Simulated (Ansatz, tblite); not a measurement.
**The cluster In20: rung by rung**

An exercise on one series of results from a longer session: the logs are not shown, and one member is left open.

Program: Ansatz 0.2.0, Gaussian basis. Level of theory: as each input shows. These are calculated values, not measurements.

Levels to be run: GFN1-xTB, PBE-D4/def2-TZVP, r2SCAN-D4/def2-TZVP, B3LYP-D4/def2-TZVP, PBE-D4/def2-SVP, PBE0-D4/def2-SVP, MP2/def2-SVP.

4 further runs of the same task are left out: 2 for a known fault of the program, 2 set aside as unsound or not needed.

## The structure

The geometry is that of the singlet, from an earlier relaxation (PBE-D4/def2-SVP).

20 atoms, charge 0, spin multiplicity 1.

Bond lengths: In1–In3 3.180 Å, In1–In4 3.197 Å, In1–In6 3.020 Å, In1–In7 3.187 Å, In2–In3 3.195 Å, In2–In4 3.206 Å, In2–In6 2.969 Å, In2–In8 3.098 Å, In3–In5 3.159 Å, In4–In5 3.254 Å, In4–In7 3.065 Å, In4–In8 3.289 Å, In4–In9 2.962 Å, In4–In10 3.253 Å, In5–In10 3.080 Å, In6–In7 3.368 Å and more. Angles: In3–In1–In4 62.9°, In3–In1–In6 91.1°, In3–In1–In7 119.4°, In4–In1–In6 75.5°, In4–In1–In7 57.4°, In6–In1–In7 65.7°, In3–In2–In4 62.6°, In3–In2–In6 91.8°, In3–In2–In8 122.9°, In4–In2–In6 76.0°, In4–In2–In8 62.9°, In6–In2–In8 59.7°, In1–In3–In2 83.0° and more.

In takes a core potential in the def2 sets. No spin-orbit coupling is included.

PBE0-D4/def2-TZVP was run before; its log isn't repeated, and its numbers join the tables.

The first run:

Tight binding, by tblite at 300 K electronic temperature and without a spin-polarisation term:

```python
tblite.interface.Calculator('GFN1-xTB', numbers, positions, charge=0, uhf=0).singlepoint()
```

start.molden holds the orbitals of an earlier run on this state, given as this run's starting guess.

File in.yaml:

```yaml
crystal:
  periodic: [false, false, false]
  atoms:
    - {symbol: In, position_ang: [-3.898314, -2.654685, 1.669552]}
    - {symbol: In, position_ang: [-3.507273, -0.647278, -2.023907]}
    - {symbol: In, position_ang: [-5.829492, -0.622118, 0.169734]}
    - {symbol: In, position_ang: [-2.709551, 0.225680, 0.956139]}
    - {symbol: In, position_ang: [-4.671731, 2.161893, -0.773678]}
    - {symbol: In, position_ang: [-2.303910, -3.097235, -0.856430]}
    - {symbol: In, position_ang: [-0.799257, -1.962122, 1.934823]}
    - {symbol: In, position_ang: [-0.498181, -0.716124, -1.289560]}
    - {symbol: In, position_ang: [-0.027401, 1.362493, 1.489928]}
    - {symbol: In, position_ang: [-1.628294, 2.501337, -1.101032]}
    - {symbol: In, position_ang: [0.714963, -3.608751, -0.562467]}
    - {symbol: In, position_ang: [1.873692, -1.005289, 0.720264]}
    - {symbol: In, position_ang: [1.355661, 1.487811, -1.682540]}
    - {symbol: In, position_ang: [2.862195, 1.790091, 1.531144]}
    - {symbol: In, position_ang: [0.817315, 4.130765, -0.171730]}
    - {symbol: In, position_ang: [2.617305, -4.134688, 1.872448]}
    - {symbol: In, position_ang: [4.045287, -3.057095, -0.618928]}
    - {symbol: In, position_ang: [3.985338, -0.107019, -1.281063]}
    - {symbol: In, position_ang: [3.961681, 2.976432, -1.210065]}
    - {symbol: In, position_ang: [3.623268, 4.925304, 1.250768]}
basis:
  gaussian: {orbitals: def2-TZVP, fitting: {mean_field: def2-universal-jkfit}, initial_orbitals: start.molden}
hamiltonian: {xc: pbe, dispersion: d4}
scf: {omitted_lower_state_checks: [starts]}
output: {forces: true, orbitals: {seedname: orbitals}}
```

Launch:

```console
> ansatz run in.yaml --threads 4 --pin off --events-out ev --progress --plain --max-ram 66560MiB --backend cuda --devices 0, --max-vram 37GiB
```

Among the steps run: PBE-D4/def2-TZVP; r2SCAN-D4/def2-TZVP; B3LYP-D4/def2-TZVP; PBE-D4/def2-SVP; PBE0-D4/def2-SVP; MP2/def2-SVP.

One of the session's tables, all rows but one given; the rest of the session is left out.

It belongs to the step «Binding energy». 

| level | binding an atom (eV) |
| --- | --- |
| HF/def2-SVP | 0.673 |
| PBE-D4/def2-SVP | 1.966 |
| PBE-D4/def2-TZVP | 1.977 |
| r2SCAN-D4/def2-TZVP | 1.925 |
| B3LYP-D4/def2-TZVP | 1.698 |
| PBE0-D4/def2-SVP | 1.890 |
| PBE0-D4/def2-TZVP | 1.904 |
| MP2/def2-SVP | ? |

Estimate the missing values for MP2/def2-SVP.

The run gave: binding an atom (eV): 2.116. In the column «binding an atom (eV)» it is the highest.

Caveats from the session: Free atoms were run apart at each level; binding is atoms less cluster, divided by the number of atoms, without zero-point or spin-orbit terms.
